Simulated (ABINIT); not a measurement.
The system is AlSi2Cl.

```xyz
4
Lattice="4.3017 0.0000 0.0000 -2.1509 3.7254 0.0000 0.0000 0.0000 4.9953" Properties=species:S:1:pos:R:3 pbc="T T T"
Al    2.1509    1.2418    2.4977
Si    0.0000    0.0000    3.6989
Si    0.0000    0.0000    1.2964
Cl    0.0000    2.4836    0.0000
```

The cell was built by a generator and needn't be a form met in nature.

The cell isn't the ideal one: cell taken from the last step of an earlier PBE relaxation by this program, which needn't have reached its minimum.

Base run:

* Program: ABINIT 10.8.3 (patched build)
* Functional: SCAN
* Potentials or basis: JTH PAW PBE v2.0
* Cutoff: 816 eV
* k mesh: 8 × 8 × 6
* Occupations: fermi-dirac, width 0.05 eV
* Spin: no spin polarisation

Its results: band gap on the k mesh none (metal or under the smearing width); pressure -1.3 GPa.

Problem. The run is repeated on the same cell with these changes: functional from SCAN to PBE; cutoff from 816 eV to 680 eV; fine-grid cutoff from 1414.99 eV to 1278.94 eV. What comes out?

Solution. Band gap on the k mesh none (metal or under the smearing width); pressure 0.0 GPa.

Caveats: the PAW data sets were made with another functional, which shifts forces and pressure a little (some runs).
